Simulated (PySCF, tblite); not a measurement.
# C2H11ClGe3: geometry, infrared bands and NMR shifts

Aim: predict the infrared bands and NMR shifts of C2H11ClGe3 (`C[CH2][GeH2][Ge@@H]([Cl])[GeH3]`).

The runs use tblite 0.8.0 and PySCF 2.14.0, with density-fitted response routines of our own; the level of theory stands in each step. All values are computed, except where a source is named. Atoms count from 0, in the outputs and in this text.

### 1 Starting geometry

17 atoms, charge 0, multiplicity 1; geometry from: force field or distance geometry start.

Bonds of the start (Å): C0–C1 1.51, C1–Ge2 1.95, Ge2–Ge3 2.39, Ge3–Cl4 2.15, Ge3–Ge5 2.39, C0–H6 1.12, C0–H7 1.11, C0–H8 1.11, C1–H9 1.12, C1–H10 1.11, Ge2–H11 1.56, Ge2–H12 1.55, Ge3–H13 1.56, Ge5–H14 1.56, Ge5–H15 1.56, Ge5–H16 1.56.

### 2 Optimising the geometry with GFN2-xTB

Job settings and geometry (Å):

```
{"job": {"kind": "relax", "xc": "GFN2-xTB", "basis": "xTB"}, "charge": 0, "multiplicity": 1}
C     -1.788100     1.174000     0.208400
C     -1.651000    -0.288400     0.563200
Ge    -0.690400    -1.259900    -0.829800
Ge     1.479700    -0.306500    -1.128000
Cl     1.321800     1.531500    -2.229900
Ge     2.406800     0.140700     1.033600
H     -2.365500     1.703200     1.002000
H     -2.340000     1.285500    -0.746100
H     -0.793500     1.650500     0.117000
H     -1.080900    -0.387700     1.525900
H     -2.652400    -0.750400     0.706400
H     -1.492700    -1.155800    -2.161100
H     -0.567200    -2.742600    -0.411500
H      2.389600    -1.312000    -1.889400
H      1.476300     1.129600     1.795800
H      2.524400    -1.181000     1.846800
H      3.816100     0.781200     0.872400
```

Run with:

```sh
> OMP_NUM_THREADS=1 python probes_run.py task.json out
```

The driver reads the jobs from task.json and runs them one after another.

**Question.** This job is followed by: GFN2-xTB harmonic vibrations, gas phase; GIAO PBE0/pcSseg-1 NMR shielding, non-relativistic, gas phase. What will the session give for the following? strongest single infrared mode (GFN2-xTB); zero-point energy (GFN2-xTB); 13C shifts against TMS (PBE0/pcSseg-1); 1H shifts against TMS (PBE0/pcSseg-1, means over atoms taken as alike); 73Ge shifts against GeMe4 (PBE0/pcSseg-1); 35Cl shifts against HCl (PBE0/pcSseg-1); surface potential, 1st and 99th percentile.

The runs gave:

| quantity | value |
| --- | --- |
| strongest single infrared mode (GFN2-xTB) | 568 cm⁻¹, 632 km/mol |
| zero-point energy (GFN2-xTB) | 67.8 kcal/mol |
| 13C shifts against TMS (PBE0/pcSseg-1) | 15.0, 10.5 ppm |
| 1H shifts against TMS (PBE0/pcSseg-1, means over atoms taken as alike) | 6.03, 4.24, 4.15, 3.56, 1.43, 1.29, 1.15 ppm |
| 73Ge shifts against GeMe4 (PBE0/pcSseg-1) | -54, -183, -327 ppm |
| 35Cl shifts against HCl (PBE0/pcSseg-1) | -95 ppm |
| surface potential, 1st and 99th percentile | -0.65 V and 1.17 V |

**Reading.** Relaxing lowered the energy by 0.270 eV in 92 steps; the close pair that moved most is Ge5–H16, from 1.556 to 1.500 Å. The lowest mode is slightly imaginary (11i cm⁻¹), a soft motion within the noise of the Hessian, so the minimum is not strictly shown. The strongest single mode, at 568 cm⁻¹, moves mainly H11 and H13. Unscaled tight-binding wavenumbers are off by several per cent, some by more. Its intensities can rank the bands wrongly. At PBE0/pcSseg-1: The widest tensor belongs to Ge3: span 435 ppm, with a paramagnetic part of -1370 ppm. At PBE0/pcSseg-1, counted by nearest atom on the grid, the HOMO lies on Cl4 25 %; Ge2, Ge3 about 19 % each, the LUMO on Ge3 32 %; Cl4 22 %. Spin-orbit coupling is left out, which matters for shieldings and couplings at and beside the heavy atoms.
